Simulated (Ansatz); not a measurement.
# ClF4H3Si: the cost of one run

Program: Ansatz 0.2.0. Level of theory: UKS PBE-D4/STO-3G. These are calculated values, not measurements.

**1. The system as given**

Bond lengths: Si1–Cl2 2.486 Å, Si1–F3 1.581 Å, Si1–F4 1.605 Å, Si1–H5 1.426 Å, Si1–F7 2.000 Å. Angles: Cl2–Si1–F3 105.4°, Cl2–Si1–F4 88.2°, Cl2–Si1–H5 113.8°, Cl2–Si1–F7 84.0°, F3–Si1–F4 96.9°, F3–Si1–H5 136.7°, F3–Si1–F7 82.9°, F4–Si1–H5 101.7°, F4–Si1–F7 171.8°, H5–Si1–F7 83.8°.

Structure file:

```xyz
9

Si   -1.0761   -0.6681   -0.1144
Cl    0.6447   -0.4052    1.6609
F    -0.4180   -1.6078   -1.2018
F    -1.7379   -1.8323    0.7704
H    -2.0918    0.3319   -0.0841
H     1.0340    1.2295   -0.7555
F    -0.0178    0.7442   -1.0558
H     1.6798    0.7436    0.8439
F     1.9832    1.4642   -0.0635
```

**2. Run 1**

150 steps of 0.5 fs at constant energy, with velocities drawn for 100 K.

The input, input.yaml:

```yaml
crystal:
  periodic: [false, false, false]
  atoms:
    - { symbol: Si, position_ang: [-1.0761, -0.6681, -0.1144] }
    - { symbol: Cl, position_ang: [0.6447, -0.4052, 1.6609] }
    - { symbol: F, position_ang: [-0.418, -1.6078, -1.2018] }
    - { symbol: F, position_ang: [-1.7379, -1.8323, 0.7704] }
    - { symbol: H, position_ang: [-2.0918, 0.3319, -0.0841] }
    - { symbol: H, position_ang: [1.034, 1.2295, -0.7555] }
    - { symbol: F, position_ang: [-0.0178, 0.7442, -1.0558] }
    - { symbol: H, position_ang: [1.6798, 0.7436, 0.8439] }
    - { symbol: F, position_ang: [1.9832, 1.4642, -0.0635] }
magnetization:
  spin_polarized: true
basis:
  gaussian: { orbitals: STO-3G }
hamiltonian:
  xc: pbe
  dispersion: d4
md:
  timestep: 0.5
  n_steps: 150
  ensemble: nve
  temperature: 100.0
  initial_velocities: maxwell_boltzmann
  seed: 590850
```

Launch:

```console
ansatz run input.yaml --threads 1 --pin off --max-ram 2048MiB --backend cpu --events-out ev --progress --plain --runs-dir out
```

**Question.** How long does this run take on 1 thread of Arm Neoverse V1, shared host, and how much memory does it need?

About 8.8 min, with a peak of 0.12 GiB.
